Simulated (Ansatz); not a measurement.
# AsH₅OSi: small, medium and large basis sets

The task here is to estimate one member of a computed series from the others.

The runs use Ansatz 0.2.0, Gaussian basis; one geometry, several basis sets.

Plan: PBE0-D4/def2-SVP; ωB97M-V/def2-SVP; PBE0-D4/def2-QZVPP; ωB97M-V/def2-QZVPP; the functionals' def2-TZVPP values are taken from earlier runs.

### Structure used throughout

All runs share one geometry, relaxed beforehand with PBE0-D4 in a triple-zeta def2 set.

SMILES `[SiH3]O[AsH2]`, 8 atoms, charge 0, spin multiplicity 1.

Atoms are counted from 1 here; the program's logs count them from 0.

Bond lengths: Si1–O2 1.644 Å, Si1–H4 1.489 Å, Si1–H5 1.489 Å, Si1–H6 1.482 Å, O2–As3 1.797 Å, As3–H7 1.528 Å, As3–H8 1.528 Å. Angles: O2–Si1–H4 111.2°, O2–Si1–H5 111.2°, O2–Si1–H6 106.8°, H4–Si1–H5 108.1°, H4–Si1–H6 109.8°, H5–Si1–H6 109.7°, Si1–O2–As3 125.7°, O2–As3–H7 95.6°, O2–As3–H8 95.5°, H7–As3–H8 91.2°.

Set-up of the first run:

in.yaml

```yaml
crystal:
  periodic: [false, false, false]
  atoms:
    - {symbol: Si, position_ang: [-0.635114, 1.096008, -0.375990]}
    - {symbol: O, position_ang: [-0.020916, -0.118964, 0.545659]}
    - {symbol: As, position_ang: [0.970984, -1.492123, -0.054477]}
    - {symbol: H, position_ang: [-1.525239, 0.562995, -1.443780]}
    - {symbol: H, position_ang: [0.450837, 1.879548, -1.026522]}
    - {symbol: H, position_ang: [-1.410850, 1.973663, 0.532512]}
    - {symbol: H, position_ang: [2.038908, -1.390600, 1.033953]}
    - {symbol: H, position_ang: [0.223591, -2.567625, 0.732746]}
basis:
  gaussian: {orbitals: def2-SVP}
hamiltonian: {xc: pbe0, dispersion: d4}
output: {orbitals: {seedname: orbitals}}
```

The run is started by

```sh
> ansatz run in.yaml --threads 2 --pin off --events-out ev --progress --plain --max-ram 4352MiB
```

Steps of the session up to this table: PBE0-D4 in def2-SVP; ωB97M-V in def2-SVP; PBE0-D4 in def2-QZVPP; ωB97M-V in def2-QZVPP.

One table of the session follows, with a row left open; its other results are not shown here.

It belongs to the step «Density functionals: the series». 

```
functional       basis  HOMO (eV)
   PBE0-D4    def2-SVP      -7.51
   PBE0-D4  def2-TZVPP      -7.59
   PBE0-D4  def2-QZVPP      -7.63
   ωB97M-V    def2-SVP          ?
   ωB97M-V  def2-TZVPP      -9.80
   ωB97M-V  def2-QZVPP      -9.85
```

**Question.** Estimate the row for ωB97M-V, def2-SVP.

As computed: HOMO (eV): -9.71. In the column «HOMO (eV)» it lies between ωB97M-V, def2-TZVPP (-9.80) and PBE0-D4, def2-QZVPP (-7.63).
